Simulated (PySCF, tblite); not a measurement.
# C3H10N2Si: geometry, infrared bands and NMR shifts

What infrared bands and NMR shifts should C3H10N2Si (`CN[SiH]1CNC1`) show?

Computed with tblite 0.8.0 and PySCF 2.14.0, with density-fitted response routines of our own, on a single molecule in the gas phase. Atoms count from 0, in the outputs and in this text.

### Step 1. Starting geometry

16 atoms, charge 0, multiplicity 1; geometry from: force field or distance geometry start.

Bonds of the start (Å): C0–N1 1.46, N1–Si2 1.68, Si2–C3 1.90, C3–N4 1.49, N4–C5 1.47, C5–Si2 1.90, C0–H6 1.10, C0–H7 1.09, C0–H8 1.09, N1–H9 1.03, Si2–H10 1.49, C3–H11 1.09, C3–H12 1.09, N4–H13 1.01, C5–H14 1.10, C5–H15 1.09.

### Step 2. Optimising the geometry with GFN2-xTB

What the job is given:

```
{"job": {"kind": "relax", "xc": "GFN2-xTB", "basis": "xTB"}, "charge": 0, "multiplicity": 1}
C      2.364800    -0.750600    -0.783900
N      1.447800    -0.160000     0.185000
Si     0.095100     0.771700    -0.190400
C     -1.455100    -0.217500    -0.682200
N     -1.749800    -0.355900     0.773800
C     -1.199100     0.945000     1.191000
H      1.846000    -1.476700    -1.421800
H      3.179100    -1.258300    -0.262800
H      2.811200     0.017400    -1.420200
H      1.120600    -0.905400     0.821000
H      0.391600     1.970200    -1.016600
H     -2.195400     0.353500    -1.234100
H     -1.268000    -1.169400    -1.175800
H     -2.724200    -0.514300     1.001300
H     -0.796200     0.965000     2.211700
H     -1.875900     1.794300     1.069700
```

On the command line:

```console
OMP_NUM_THREADS=1 python probes_run.py task.json out
```

The driver reads the jobs from task.json and runs them one after another.

**Question.** This job is followed by: GFN2-xTB harmonic vibrations, gas phase; GIAO PBE0/pcSseg-1 NMR shielding, non-relativistic, gas phase. What will the session give for the following? strongest single infrared mode (GFN2-xTB); zero-point energy (GFN2-xTB); ¹³C shifts against TMS (PBE0/pcSseg-1, means over atoms taken as alike); ¹H shifts against TMS (PBE0/pcSseg-1, means over atoms taken as alike); ¹⁵N shifts against NH3 (PBE0/pcSseg-1); ²⁹Si shifts against TMS (PBE0/pcSseg-1); surface potential, 1st and 99th percentile.

**Answer**, as computed:

```
                                                               quantity                                   value
                              strongest single infrared mode (GFN2-xTB)                   2245 cm⁻¹, 360 km/mol
                                           zero-point energy (GFN2-xTB)                           82.4 kcal/mol
¹³C shifts against TMS (PBE0/pcSseg-1, means over atoms taken as alike)                          50.7, 32.7 ppm
 ¹H shifts against TMS (PBE0/pcSseg-1, means over atoms taken as alike)  5.33, 3.45, 3.26, 2.90, 0.76, 0.34 ppm
                                 ¹⁵N shifts against NH3 (PBE0/pcSseg-1)                          30.4, 28.6 ppm
                                ²⁹Si shifts against TMS (PBE0/pcSseg-1)                                -1.8 ppm
                                  surface potential, 1st and 99th percentile                      -1.68 V and 1.29 V
```

The optimisation took 70 steps and gained 0.300 eV; among the close pairs (by a distance rule), N1–Si2 changed most, from 1.685 to 1.713 Å. No mode is imaginary among the 42: a minimum at this level. The strongest single mode, at 2245 cm⁻¹, moves mainly H10. Unscaled tight-binding wavenumbers are off by several per cent, some by more. Its intensities can rank the bands wrongly.
